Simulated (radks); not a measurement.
# Excited configurations of Ba

The task here is to estimate one member of a computed series from the others.

Program: radks (a radial shooting solver on a logarithmic mesh, Libxc functionals) version 1. Level of theory: scalar-relativistic Kohn-Sham, r2SCAN, spin-polarised, spherical densities, finite nucleus; open shells are filled with parallel spins first. These are calculated values, not measurements, unless marked.

2 further runs of the same task are left out: 2 that didn't finish.

### The atom as given

```
element            : barium (Z = 56)
charge             : 0
electrons          : 56
configuration      : [Xe] 6s2
nuclear rms radius : 4.8378 fm
```

The outer shells:

Ba
```
[Xe] core
6s [↑↓]
```

Set-up of the first run:

Input:

```text
Z 56
configuration [Xe] 6s2
relativity scalar-relativistic
functional r2scan,r2scan
spin polarised
nucleus finite rms 4.8378 fm
c 137.035999084
```

Steps of the session up to this table: Ground configuration: [Xe] 6s2.

One of the session's tables, all rows but one given; the rest of the session is left out.

It belongs to the step «Ground configuration: [Xe] 6s2». Sizes of the orbitals, from the radial functions (bohr):

```
level     <r>  outermost maximum (interpolated)  90 % within  nodes
   3p  0.2896                             0.260        0.434      1
   3d  0.2666                             0.215        0.417      0
   4s  0.6744                             0.625        0.968      3
   4p  0.7157                             0.654         1.04      2
   4d  0.8008                             0.695         1.21      1
   5s   1.647                              1.48         2.37      4
   5p   1.919                              1.67         2.81      3
   6s       ?                                 ?            ?      ?
```

Estimate the missing values for 6s.

**Answer.** <r>: 4.887; outermost maximum (interpolated): 4.23; 90 % within: 7.12; nodes: 5. In the column «<r>» it is the highest.
